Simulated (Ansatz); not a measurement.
# GeAs+ (triplet): wave-function methods side by side, cc-pVTZ

Aim: climb from Hartree-Fock through coupled cluster and multireference methods for GeAs+ (triplet) at one geometry and basis, and see what each rung misses.

Method: cc-pVTZ, core rule «outside noble gas», up to 28 orbitals frozen; program: Ansatz 0.2.0, Gaussian basis.

To be run: UHF; CCSD(T) on ROHF; CCSD(T) on UHF; BCCD(T) on ROHF; CISD as a restricted active space (open shells left free, so some higher excitations enter); CCSDT(Q) on ROHF; CCSDT(Q) on UHF; CASSCF and MRCISD+Q, 8 electrons in 8 orbitals; CASSCF and MRCISD+Q(relaxed), 8 electrons in 8 orbitals; CASSCF and NEVPT2, 8 electrons in 8 orbitals.

15 further runs of the same task are left out: 4 that didn't finish, 11 set aside as unsound or not needed. Runs told in other sessions of the task aren't counted.

## 1. The geometry

The geometry is a PBE0/def2-TZVP stationary point (not a proven minimum) of the parent state, kept for this charge and spin. No spin-orbit coupling is included. The filled d shell of Ge, As may be among the frozen orbitals whatever the setting's name suggests.

2 atoms, charge 1, spin multiplicity 3.

Atoms are counted from 1 here; the program's logs count them from 0.

Bond lengths: Ge1–As2 2.531 Å.

## 2. UHF

in.yaml reads:

```yaml
crystal:
  periodic: [false, false, false]
  atoms:
    - {symbol: Ge, position_ang: [0.000000, 0.000000, 0.000000]}
    - {symbol: As, position_ang: [0.000000, 0.000000, 2.531100]}
basis:
  gaussian: {orbitals: cc-pVTZ}
total_charge: 1
magnetization: {spin_polarized: true, initial_magnetization: 2}
hamiltonian: {xc: hf}
output: {orbitals: {seedname: orbitals}}
```

Command:

```
$ ansatz run in.yaml --threads 1 --pin off --events-out ev --progress --plain --max-ram 2393MiB
```

The runs that follow: CCSD(T) on ROHF; CCSD(T) on UHF; BCCD(T) on ROHF; CISD as a restricted active space (open shells left free, so some higher excitations enter); CCSDT(Q) on ROHF; CCSDT(Q) on UHF; CASSCF and MRCISD+Q, 8 electrons in 8 orbitals; CASSCF and MRCISD+Q(relaxed), 8 electrons in 8 orbitals; CASSCF and NEVPT2, 8 electrons in 8 orbitals.

**Question.** What will the summary of the whole plan be? Wanted: UCCSDT(Q) from the RHF energy; RMP2 from UCCSDT(Q); UMP2 from UCCSDT(Q); RCCSD from UCCSDT(Q); RCCSD(T) from UCCSDT(Q); UCCSD(T) from UCCSDT(Q); RCCSDT(Q) from UCCSDT(Q); NEVPT2 valence from UCCSDT(Q); MRCISD+Q valence from UCCSDT(Q).

**Answer**, as computed:

| quantity | value |
| --- | --- |
| UCCSDT(Q) from the ROHF energy | -5.1940 eV |
| RMP2 from UCCSDT(Q) | +1113.5 meV |
| UMP2 from UCCSDT(Q) | +1146.7 meV |
| RCCSD from UCCSDT(Q) | +321.6 meV |
| RCCSD(T) from UCCSDT(Q) | +72.4 meV |
| UCCSD(T) from UCCSDT(Q) | +67.0 meV |
| RCCSDT(Q) from UCCSDT(Q) | +9.2 meV |
| NEVPT2 valence from UCCSDT(Q) | +790.7 meV |
| MRCISD+Q valence from UCCSDT(Q) | +37.0 meV |
| MRCISD+Q(relaxed) valence from UCCSDT(Q) | +11.4 meV |
| levels within 1 kcal/mol (43 meV) | RCCSDT, UCCSDT, RCCSDT(Q), MRCISD+Q valence, MRCISD+Q(relaxed) valence |
| T1 diagnostic | 0.036 |
| effectively unpaired electrons | 2.06 |

**Reading.** RCCSD(T) lands +72.4 meV from the yardstick (1.4 % of the correlation energy). One determinant dominates. Of the multireference levels listed MRCISD+Q(relaxed) valence comes nearest in total energy (+11.4 meV), which doesn't show that its space is the better one. These misses are within one basis, not against nature; the frozen cores of restricted and unrestricted runs differ, which can shift their rows.

With open shells the CI space here admits some higher excitations, so it is larger than plain CISD.
